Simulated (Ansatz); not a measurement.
# MoS: the cost of one run

Program: Ansatz 0.2.0. Level of theory: DFT r²SCAN, scalar-relativistic, plane waves, PAW (the target; the first runs use scalar-relativistic PBE). These are calculated values, not measurements.

3 further runs of the same task are left out: 1 that didn't finish, 2 set aside as unsound or not needed. Runs told in other sessions of the task aren't counted.

### Step 1. The system as given

Symmetry: Fm-3m, No. 225, cubic system. The conventional cell has a = 5.080 Å, b = 5.080 Å, c = 5.080 Å, α = 90.00°, β = 90.00°, γ = 90.00°. Mo (site symmetry m-3m) is surrounded by 6 S at 2.54 Å. Around S (site symmetry m-3m) lie 6 Mo at 2.54 Å.

As a file:

```
CELL_PARAMETERS angstrom
0.00000 2.54000 2.54000
2.54000 0.00000 2.54000
2.54000 2.54000 0.00000
ATOMIC_POSITIONS crystal
Mo 0.50000 0.50000 0.50000
S 0.00000 0.00000 0.00000
```

Starting moments: Mo 3.00 μB.

### Step 2. The first run (PBE, 6×6×6 mesh)

The input, input.yaml:

```yaml
crystal:
  lattice:
    - [0.0, 2.54, 2.54]
    - [2.54, 0.0, 2.54]
    - [2.54, 2.54, 0.0]
  atoms:
    - { symbol: Mo, position: [0.5, 0.5, 0.5], spin: 3.0 }
    - { symbol: S, position: [0.0, 0.0, 0.0] }
basis:
  ecutwfc: 420
  ecutrho_ratio: 4
kpoints:
  mp_grid: { grid: [6, 6, 6] }
hamiltonian:
  xc: pbe
scf:
  occupations: { method: gaussian, width: 0.05 }
output:
  forces: true
  stress: true
  eigenvalues: true
  populations: true
magnetization:
  spin_polarized: true
```

Run with:

```bash
ansatz run input.yaml --threads 2 --pin off --max-ram 2662MiB --backend cpu --events-out ev --progress --plain --runs-dir out
```

Q: Estimate wall time and peak memory on 2 threads of Arm Neoverse V2, shared host.

About 1.9 s, with a peak of 0.3 GiB.
